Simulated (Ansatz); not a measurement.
# CH₇AlGeO: up Jacob's ladder to CCSD(T)

The task here is to estimate one member of a computed series from the others.

Computed with Ansatz 0.2.0, Gaussian basis. Level: functionals in def2-TZVPP, the program's frozen cores in correlated methods.

Levels to be run: PBE-D4, r2SCAN-D4, PBE0-D4, B3LYP-D4, ωB97X-V, ωB97M-V, B2PLYP; CCSD(T)/def2-TZVPP; MP2/def2-QZVPP; extrapolation to the limit.

## The relaxed structure

All runs share one geometry, relaxed beforehand with PBE0-D4 in a triple-zeta def2 set.

11 atoms, charge 0, spin multiplicity 1.

Atoms are counted from 1 here; the program's logs count them from 0.

Bond lengths: C1–O2 1.397 Å, C1–H5 1.095 Å, C1–H6 1.095 Å, C1–H7 1.098 Å, O2–Al3 1.686 Å, Al3–Ge4 2.477 Å, Al3–H8 1.580 Å, Ge4–H9 1.543 Å, Ge4–H10 1.543 Å, Ge4–H11 1.542 Å. Angles: O2–C1–H5 110.0°, O2–C1–H6 110.0°, O2–C1–H7 112.6°, H5–C1–H6 107.9°, H5–C1–H7 108.1°, H6–C1–H7 108.1°, C1–O2–Al3 135.5°, O2–Al3–Ge4 119.2°, O2–Al3–H8 115.8°, Ge4–Al3–H8 125.0°, Al3–Ge4–H9 111.7°, Al3–Ge4–H10 111.6°, Al3–Ge4–H11 113.5°, H9–Ge4–H10 106.2°, H9–Ge4–H11 106.7°, H10–Ge4–H11 106.7°.

As a file:

```mol
CH7AlGeO
  3D, bonds by distance, orders not assigned

 11 10  0  0  0  0  0  0  0  0999 V2000
   -0.2790    1.8073    0.9691 C   0  0
    0.3172    0.6407    1.4546 O   0  0
    0.6343   -0.8948    0.8354 Al  0  0
   -0.0423   -1.4265   -1.4876 Ge  0  0
    0.4334    2.6375    1.0097 H   0  0
   -1.1414    2.0738    1.5887 H   0  0
   -0.6233    1.7042   -0.0679 H   0  0
    1.3577   -1.8973    1.8196 H   0  0
    1.1576   -1.8917   -2.3384 H   0  0
   -1.0710   -2.5755   -1.5315 H   0  0
   -0.6778   -0.2346   -2.2310 H   0  0
  1  2  8  0
  2  3  8  0
  3  4  8  0
  1  5  8  0
  1  6  8  0
  1  7  8  0
  3  8  8  0
  4  9  8  0
  4 10  8  0
  4 11  8  0
M  END
```

Set-up of the first run:

in.yaml reads:

```yaml
crystal:
  periodic: [false, false, false]
  atoms:
    - {symbol: C, position_ang: [-0.279026, 1.807253, 0.969097]}
    - {symbol: O, position_ang: [0.317164, 0.640744, 1.454580]}
    - {symbol: Al, position_ang: [0.634340, -0.894762, 0.835428]}
    - {symbol: Ge, position_ang: [-0.042268, -1.426466, -1.487557]}
    - {symbol: H, position_ang: [0.433444, 2.637488, 1.009718]}
    - {symbol: H, position_ang: [-1.141350, 2.073816, 1.588746]}
    - {symbol: H, position_ang: [-0.623343, 1.704196, -0.067923]}
    - {symbol: H, position_ang: [1.357660, -1.897318, 1.819641]}
    - {symbol: H, position_ang: [1.157568, -1.891749, -2.338426]}
    - {symbol: H, position_ang: [-1.071041, -2.575519, -1.531494]}
    - {symbol: H, position_ang: [-0.677848, -0.234583, -2.231009]}
basis:
  gaussian: {orbitals: def2-TZVPP}
hamiltonian: {xc: pbe, dispersion: d4}
output: {forces: true, orbitals: {seedname: orbitals}}
```

The run is started by

```sh
$ ansatz run in.yaml --threads 4 --pin off --events-out ev --progress --plain --max-ram 10444MiB
```

Among the steps run: PBE-D4 (GGA); r2SCAN-D4 (meta-GGA); PBE0-D4 (hybrid); B3LYP-D4 (hybrid); ωB97X-V (range-separated); ωB97M-V (range-separated); B2PLYP (double hybrid); CCSD(T) in def2-TZVPP; MP2 in def2-QZVPP.

One of the session's tables, all rows but one given; the rest of the session is left out.

| method | atomisation energy (eV) |
| --- | --- |
| PBE-D4 | 36.318 |
| r2SCAN-D4 | 36.371 |
| PBE0-D4 | 35.901 |
| B3LYP-D4 | 36.160 |
| ωB97X-V | 36.450 |
| ωB97M-V | ? |
| B2PLYP | 35.818 |
| HF/def2-TZVPP | 26.695 |
| MP2/def2-TZVPP | 35.701 |
| CCSD/def2-TZVPP | 35.193 |
| CCSD(T)/def2-TZVPP | 35.614 |
| MP2/CBS | 36.513 |
| CCSD(T)/CBS | 36.427 |

Estimate the missing values for ωB97M-V.

**Answer.** atomisation energy (eV): 36.200. In the column «atomisation energy (eV)» it lies between B3LYP-D4 (36.160) and PBE-D4 (36.318).

Caveats from the session: Free atoms (1 C, 1 O, 1 Al, 1 Ge, 7 H) were run apart at each level; the atomisation energy is their sum less the molecule, without zero-point or spin-orbit terms.
